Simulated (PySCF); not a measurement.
**Hg⁺: excitation energy in x2c-TZVPPall**

Each state of mercury is computed at each level; their differences give the excitation energy. How far do the methods differ?

The numbers are computed with PySCF 2.14.0 (unrestricted determinants in a Gaussian basis, no spin-orbit coupling in the energies), except any that are marked as measured or tabulated.

## (1) Starting point

| Quantity | Value |
| --- | --- |
| Element | mercury (Z = 80) |
| Basis | x2c-TZVPPall |
| Hamiltonian | the spin-free X2C one-electron Hamiltonian (Gaussian nucleus) |
| State 1 | Hg⁺: [Xe] 4f14 5d9 6s2, 2D determinant (an excited configuration) |
| Needed too, but not shown | Hg⁺ [Xe] 4f14 5d10 6s1 (2S) |
| Methods | HSE06, revPBE, wB97M-V |

Outer shells as boxes (Hund's rule):

Hg+ [Xe] 4f14 5d9 6s2
```
[Xe] core
4f [↑↓][↑↓][↑↓][↑↓][↑↓][↑↓][↑↓]
5d [↑↓][↑↓][↑↓][↑↓][↑ ]
6s [↑↓]
```

One driver process ran all states and methods and kept the integrals in memory. Each run is shown as a PySCF script that sums up its settings (the driver passes frozen orbitals as a list and adds second-order terms of double hybrids); the logs are those of the runs themselves. The driver starts from symmetry-adapted Hartree-Fock orbitals, holds the occupation by maximum overlap and uses a logarithmic radial grid for functionals, so a plain start would take other cycles.

The integrals over 97 functions and the set-up took 7.2 s of CPU time.

## (2) Hg⁺ [Xe] 4f14 5d9 6s2: the ladder of methods

**HSE06**

input.py reads:

```python
from pyscf import gto, scf, dft, mp, cc
import basis_set_exchange as bse
mol = gto.M(atom="Hg 0 0 0", charge=1, spin=1, symmetry="D2h",
            basis=gto.basis.parse(bse.get_basis("x2c-TZVPPall", elements=["Hg"], fmt="nwchem")),
            nucmod="G")
mf = dft.UKS(mol, xc="HSE06").sfx2c1e()
mf.irrep_nelec = {'Ag': (12, 11), 'B1g': (3, 3), 'B2g': (3, 3), 'B3g': (3, 3), 'Au': (1, 1), 'B1u': (6, 6), 'B2u': (6, 6), 'B3u': (6, 6)}
mf.kernel()
```

The log of the run:

```text
damping factor = 0
level_shift factor = 0
DIIS = <class 'pyscf.scf.diis.CDIIS'>
diis_start_cycle = 1
diis_space = 10
diis_damp = 0
SCF conv_tol = 1e-09
SCF conv_tol_grad = None
number electrons alpha = 40  beta = 39
XC functionals = HSE06
    J. Heyd, G. E. Scuseria, and M. Ernzerhof.,  J. Chem. Phys. 118, 8207 (2003)
    J. Heyd, G. E. Scuseria, and M. Ernzerhof.,  J. Chem. Phys. 124, 219906 (2006)
    A. V. Krukau, O. A. Vydrov, A. F. Izmaylov, and G. E. Scuseria.,  J. Chem. Phys. 125, 224106 (2006)
cycle= 1 E= -19624.7173170136  delta_E= -0.0201  |g|= 0.158  |ddm|= 0.443
cycle= 2 E= -19624.7172590109  delta_E= 5.8e-05  |g|= 0.138  |ddm|= 0.155
cycle= 3 E= -19624.7187997451  delta_E= -0.00154  |g|= 0.0132  |ddm|= 0.0832
cycle= 4 E= -19624.7188258563  delta_E= -2.61e-05  |g|= 0.000643  |ddm|= 0.0141
cycle= 5 E= -19624.718826265  delta_E= -4.09e-07  |g|= 9.84e-05  |ddm|= 0.000731
cycle= 6 E= -19624.718826267  delta_E= -1.98e-09  |g|= 4.2e-06  |ddm|= 0.000129
cycle= 7 E= -19624.718826267  delta_E= -3.64e-11  |g|= 5.24e-07  |ddm|= 6.33e-06
converged SCF energy = -19624.718826267  <S^2> = 0.75075369  2S+1 = 2.0007535
```

It used 17 s of CPU time after the integrals (shared host).

Orbital energies by shell (radii are means over both spins):

| shell | electrons | mean orbital energy (eV) | spread (eV) | rms radius (bohr) |
| --- | --- | --- | --- | --- |
| 1s α | 1 | -83042.7 | 0 | 0.0187 |
| 1s β | 1 | -83042.7 | 0 | 0.0187 |
| 2s α | 1 | -14766.5 | 0 | 0.0756 |
| 2s β | 1 | -14766.4 | 0 | 0.0756 |
| 2p α | 3 | -12794.8 | 0.181 | 0.0694 |
| 2p β | 3 | -12794.7 | 0.077 | 0.0694 |
| 3s α | 1 | -3533.4 | 0 | 0.193 |
| 3s β | 1 | -3533.4 | 0 | 0.193 |
| 3p α | 3 | -2958.4 | 0.324 | 0.195 |
| 3p β | 3 | -2958.4 | 0.276 | 0.195 |
| 3d α | 5 | -2325.2 | 0.360 | 0.179 |
| 3d β | 5 | -2325.1 | 0.247 | 0.179 |
| 4s α | 1 | -796.97 | 0 | 0.424 |
| 4s β | 1 | -796.85 | 0 | 0.424 |
| 4p α | 3 | -606.47 | 0.652 | 0.452 |
| 4p β | 3 | -606.36 | 0.531 | 0.452 |
| 4d α | 5 | -372.21 | 0.806 | 0.482 |
| 4d β | 5 | -372.07 | 0.499 | 0.482 |
| 5s α | 1 | -136.30 | 0 | 0.958 |
| 5s β | 1 | -135.47 | 0 | 0.958 |
| 4f α | 7 | -115.29 | 0.743 | 0.529 |
| 4f β | 7 | -115.14 | 0.568 | 0.529 |
| 5p α | 3 | -84.119 | 1.428 | 1.10 |
| 5p β | 3 | -83.035 | 0.215 | 1.10 |
| 5d α | 5 | -23.809 | 1.668 | 1.55 |
| 5d β | 4 | -23.011 | 0.952 | 1.55 |
| 6s α | 1 | -16.558 | 0 | 2.68 |
| 6s β | 1 | -16.252 | 0 | 2.68 |

⟨S²⟩ = 0.751, ⟨L²⟩ = 6.01.

Spin-orbit coupling, absent here, splits the open shell strongly.

**revPBE**

Changes to input.py:

```diff
@@ -5,3 +5,3 @@
             nucmod="G")
-mf = dft.UKS(mol, xc="HSE06").sfx2c1e()
+mf = dft.UKS(mol, xc="PBE_R,PBE").sfx2c1e()
 mf.irrep_nelec = {'Ag': (12, 11), 'B1g': (3, 3), 'B2g': (3, 3), 'B3g': (3, 3), 'Au': (1, 1), 'B1u': (6, 6), 'B2u': (6, 6), 'B3u': (6, 6)}
```

The log of the run:

```text
damping factor = 0
level_shift factor = 0
DIIS = <class 'pyscf.scf.diis.CDIIS'>
diis_start_cycle = 1
diis_space = 10
diis_damp = 0
SCF conv_tol = 1e-09
SCF conv_tol_grad = None
number electrons alpha = 40  beta = 39
XC functionals = PBE_R,PBE
    Y. Zhang and W. Yang.,  Phys. Rev. Lett. 80, 890 (1998)
    J. P. Perdew, K. Burke, and M. Ernzerhof.,  Phys. Rev. Lett. 77, 3865 (1996)
    J. P. Perdew, K. Burke, and M. Ernzerhof.,  Phys. Rev. Lett. 78, 1396 (1997)
cycle= 1 E= -19625.7400073851  delta_E= -0.0333  |g|= 0.236  |ddm|= 0.614
cycle= 2 E= -19625.7388336781  delta_E= 0.00117  |g|= 0.234  |ddm|= 0.214
cycle= 3 E= -19625.7433308021  delta_E= -0.0045  |g|= 0.0229  |ddm|= 0.146
cycle= 4 E= -19625.7434273845  delta_E= -9.66e-05  |g|= 0.00106  |ddm|= 0.0247
cycle= 5 E= -19625.7434276869  delta_E= -3.02e-07  |g|= 4.55e-05  |ddm|= 0.00151
cycle= 6 E= -19625.7434276873  delta_E= -3.46e-10  |g|= 6.73e-06  |ddm|= 4.01e-05
converged SCF energy = -19625.7434276873  <S^2> = 0.75058624  2S+1 = 2.0005862
```

It used 5.1 s of CPU time after the integrals (shared host).

**wB97M-V**

Changes to input.py:

```diff
@@ -5,3 +5,3 @@
             nucmod="G")
-mf = dft.UKS(mol, xc="PBE_R,PBE").sfx2c1e()
+mf = dft.UKS(mol, xc="WB97M_V").sfx2c1e()
 mf.irrep_nelec = {'Ag': (12, 11), 'B1g': (3, 3), 'B2g': (3, 3), 'B3g': (3, 3), 'Au': (1, 1), 'B1u': (6, 6), 'B2u': (6, 6), 'B3u': (6, 6)}
```

The log of the run:

```text
damping factor = 0
level_shift factor = 0
DIIS = <class 'pyscf.scf.diis.CDIIS'>
diis_start_cycle = 1
diis_space = 10
diis_damp = 0
SCF conv_tol = 1e-09
SCF conv_tol_grad = None
number electrons alpha = 40  beta = 39
XC functionals = WB97M_V
    N. Mardirossian and M. Head-Gordon.,  J. Chem. Phys. 144, 214110 (2016)
NLC functional = WB97M_V
cycle= 1 E= -19624.0347275914  delta_E= -0.0175  |g|= 0.136  |ddm|= 0.362
cycle= 2 E= -19624.0351411497  delta_E= -0.000414  |g|= 0.101  |ddm|= 0.147
cycle= 3 E= -19624.0358448222  delta_E= -0.000704  |g|= 0.00928  |ddm|= 0.0474
cycle= 4 E= -19624.035857618  delta_E= -1.28e-05  |g|= 0.00103  |ddm|= 0.0153
cycle= 5 E= -19624.0358581477  delta_E= -5.3e-07  |g|= 0.000124  |ddm|= 0.00353
cycle= 6 E= -19624.0358581597  delta_E= -1.2e-08  |g|= 1.52e-05  |ddm|= 0.000789
cycle= 7 E= -19624.03585816  delta_E= -2.33e-10  |g|= 9.4e-07  |ddm|= 0.000119
converged SCF energy = -19624.03585816  <S^2> = 0.7507076  2S+1 = 2.0007075
```

It used 21 s of CPU time after the integrals (shared host).

Radial density 4πr²ρ of Hg⁺ at wB97M-V, without picture-change correction:

| r (bohr) | density | spin density |
| --- | --- | --- |
| 0.000343 | 4.52 | 0.000 |
| 0.000577 | 9.00 | 0.000 |
| 0.000970 | 17.5 | 0.000 |
| 0.00163 | 32.6 | 0.000 |
| 0.00275 | 56.6 | 0.000 |
| 0.00462 | 87.8 | 0.000 |
| 0.00777 | 113 | 0.000 |
| 0.0131 | 111 | 0.000 |
| 0.0220 | 97.8 | 0.000 |
| 0.0370 | 132 | 0.008 |
| 0.0622 | 142 | 0.047 |
| 0.105 | 121 | 0.096 |
| 0.176 | 123 | 0.000 |
| 0.296 | 81.6 | 0.161 |
| 0.498 | 65.8 | 0.016 |
| 0.837 | 23.9 | 0.538 |
| 1.41 | 10.8 | 0.778 |
| 2.37 | 2.28 | 0.125 |
| 3.98 | 0.280 | 0.000 |
| 6.70 | 9.03e-05 | 0.000 |

## (3) Differences of total energies

Excitation energy: Hg⁺ [Xe] 4f14 5d10 6s1 (2S) → Hg⁺ [Xe] 4f14 5d9 6s2 (2D).

| method | value (eV) | error (eV) |
| --- | --- | --- |
| UHF | 5.504 | +0.355 |
| HSE06 | 5.251 | +0.101 |
| revPBE | 5.151 | +0.002 |
| wB97M-V | 5.271 | +0.122 |

Reference: 5.149 eV (measured; NIST levels, between the centres of gravity of the two terms).

The differences also use runs on Hg⁺ [Xe] 4f14 5d10 6s1 (2S), which are not shown here. The runs at UHF are not shown; their differences are listed all the same.

## (4) What came out

| quantity | value |
| --- | --- |
| excitation energy, Hg⁺ → [Xe] 4f14 5d9 6s2 | UHF 5.504, wB97M-V 5.271 eV; reference 5.149 |

Accuracy by level (over 1 difference):

| method | mean absolute miss against the measured value (with the measured fine structure taken into account where it is known) (eV) |
| --- | --- |
| UHF | 0.355 |
| HSE06 | 0.101 |
| revPBE | 0.002 |
| wB97M-V | 0.122 |

**Reading.** revPBE lands nearest to the measured value (off by 0.00 eV); UHF misses by most (0.36 eV). The basis is finite, and no extrapolation was made.
